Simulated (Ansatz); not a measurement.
Run this with the Ansatz DFT code, driven from Python and show what comes out.

`scan_ch3brssn.py`:
```python
"""Stretching a bond of CH3BrSSn, the rest held rigid."""

import ansatz as az
import numpy as np

BASIS_SET = "def2-SVP"
XC = "cam_b3lyp"

geometry_ang = [
    ("C", (0.4119, 0.8825, -0.0873)),
    ("S", (0.7998, -0.3676, -1.2995)),
    ("Sn", (-1.1371, -1.7425, -0.7518)),
    ("Br", (-0.8786, -2.4428, 1.671)),
    ("H", (0.3652, 0.5, 0.9103)),
    ("H", (-0.6389, 1.3564, -0.3384)),
    ("H", (1.1391, 1.7461, -0.15)),
]
molecule = az.Crystal.molecule()
for symbol, xyz in geometry_ang:
    molecule = molecule.atom(symbol, xyz)

symbols = [site.symbol for site in molecule.cartesian_sites]
start = np.array([site.position_ang for site in molecule.cartesian_sites])
axis = (start[5] - start[0]) / np.linalg.norm(start[5] - start[0])
moving = [5]
lengths, energies = [1.038, 1.085, 1.133, 1.18, 1.227, 1.274, 1.321, 1.392], []
for length in lengths:
    xyz = start.copy()
    xyz[moving] += (length - np.linalg.norm(start[5] - start[0])) * axis
    point = az.Crystal.molecule()
    for symbol, place in zip(symbols, xyz):
        point = point.atom(symbol, place.tolist())
    model = point.calculation().basis(gaussian=BASIS_SET).functional(XC)
    rep = model.run(threads=1, pin="off").report
    energies.append(rep["free_energy_ev"])
    print(f"r = {length:6.3f} A  E = {energies[-1]:.5f} eV  <S^2> = {abs(rep['mean_field']['state']['spin_squared']):.3f}")

# quartic fit about the minimum
fit = np.polynomial.Polynomial.fit(lengths, np.array(energies) - min(energies), 4).convert()
roots = [r.real for r in fit.deriv().roots() if abs(r.imag) < 1e-9 and fit.deriv(2)(r.real) > 0]
r_e = min(roots, key=lambda r: abs(r - lengths[int(np.argmin(energies))]))
print(f"minimum of the fit at {r_e:.4f} A, force constant {fit.deriv(2)(r_e):.2f} eV/A^2")
```

`python scan_ch3brssn.py` gives:
```text
r =  1.038 A  E = -87790.64605 eV  <S^2> = 0.000
r =  1.085 A  E = -87790.71634 eV  <S^2> = 0.000
r =  1.133 A  E = -87790.70611 eV  <S^2> = 0.000
r =  1.180 A  E = -87790.63545 eV  <S^2> = 0.000
r =  1.227 A  E = -87790.52003 eV  <S^2> = 0.000
r =  1.274 A  E = -87790.37171 eV  <S^2> = 0.000
r =  1.321 A  E = -87790.19976 eV  <S^2> = 0.000
r =  1.392 A  E = -87789.91076 eV  <S^2> = 0.000
minimum of the fit at 1.1021 A, force constant 32.45 eV/A^2
```

Notes:
- Total energies depend on the basis set; only differences at equal settings carry meaning.
- The rest of the molecule is held rigid at a force-field or estimated start geometry, and the basis set is modest; single-reference methods fail as a bond breaks.
- def2 sets replace the cores of elements past krypton by effective core potentials.
- The orbitals are restricted, so S² is zero by construction.
- Timing: 45 s on 1 thread of Arm Neoverse V2, on a shared host, peak memory 0.36 GiB.

(Lines on the test bed's own set-up are left out of the output.)
